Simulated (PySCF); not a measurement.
# C3H12SiSn (Sn(SiH3)Me3): the cost of one run

Computed with PySCF 2.14.0 and routines of our own; the level stands in each step. Atoms count from 0.

## Step 1: The system as given

17 atoms, charge 0, multiplicity 1; geometry from: GFN2-xTB.

## Step 2: Geometry optimisation at PBE0-D3(BJ)/def2-SVP

The job: settings as JSON, then the geometry in Å.

```
{"job": {"xc": "PBE0", "basis": "def2-SVP", "d3": "d3bj", "grid": 1, "maxiter": 30, "shake": 0.03, "kind": "geom"}, "charge": 0, "multiplicity": 1}
Sn     0.060300    -0.077380     0.009720
Si    -0.014410    -0.032970     2.546110
H      0.726690     1.090790     3.043630
H      0.680980    -1.257330     3.038430
H     -1.368910     0.073190     3.030440
C      2.013750     0.022880    -0.873200
H      2.003500    -0.089050    -1.944230
H      2.660080    -0.802180    -0.500290
H      2.539360     0.946590    -0.571840
C     -1.022970     1.755040    -0.817010
H     -0.918020     1.777210    -1.897470
H     -0.586750     2.682350    -0.419950
H     -2.161190     1.770800    -0.657700
C     -1.064020    -1.741660    -0.853650
H     -2.032280    -1.887850    -0.480620
H     -0.468620    -2.617840    -0.634270
H     -1.076020    -1.613180    -1.957840
```

Command:

```
$ OMP_NUM_THREADS=1 python heavy_run.py task.json out
```

This one command runs all jobs of the session in turn.

**Question.** How long does this first job take on 1 thread of Arm Neoverse V1, shared host, and how much memory does it need?

About 89 s, with a peak of 0.57 GiB.
